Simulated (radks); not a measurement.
# As³⁺ in [Ar] 3d10 4s2: an all-electron calculation

An exercise on one series of results from a longer session: the logs are not shown, and one member is left open.

Method: Dirac Kohn-Sham, PBE, spin-unpolarised, spherical densities, finite nucleus. Code: radks (a radial shooting solver on a logarithmic mesh, Libxc functionals) version 1.

## The system

| Quantity | Value |
| --- | --- |
| element | arsenic (Z = 33) |
| charge | +3 |
| electrons | 30 |
| configuration | [Ar] 3d10 4s2 |
| nuclear rms radius | 4.0968 fm |

The outer shells:

As³⁺
```
[Ar] core
3d [↑↓][↑↓][↑↓][↑↓][↑↓]
4s [↑↓]
```

The first run:

Settings of this run:

```text
Z 33
configuration [Ar] 3d10 4s2 4p0 5s0 4d0 4f0
relativity Dirac
functional pbe,pbe
spin unpolarised
j_filling average
nucleus finite rms 4.0968 fm
c 137.035999084
```

The run is started by

```console
> python run_ks.py task.json out
```

This one command runs every case of the session in turn.

One table of the session follows, with a row left open; its other results are not shown here.

It belongs to the step «Orbitals and density». Sizes of the orbitals, from the radial functions (bohr):

```
level      <r>  outermost maximum (interpolated)  90 % within  nodes
1s1/2  0.04550                            0.0297       0.0813      0
2s1/2   0.2025                             0.170        0.314      1
2p1/2        ?                                 ?            ?      ?
2p3/2   0.1783                             0.137        0.291      0
3s1/2   0.5979                             0.522        0.893      2
3p1/2   0.6095                             0.515        0.935      1
3p3/2   0.6200                             0.524        0.951      1
3d3/2   0.6695                             0.475         1.12      0
3d5/2   0.6740                             0.478         1.13      0
4s1/2    1.743                              1.53         2.55      3
4p1/2    1.999                              1.73         2.96      2
4p3/2    2.025                              1.76         2.99      2
4d3/2    2.874                              2.50         4.28      1
4d5/2    2.882                              2.51         4.29      1
```

Q: Estimate the row for 2p1/2 from the others.

**Answer.** <r>: 0.1746; outermost maximum (interpolated): 0.134; 90 % within: 0.286; nodes: 0. In the column «<r>» it lies between 1s1/2 (0.04550) and 2p3/2 (0.1783).
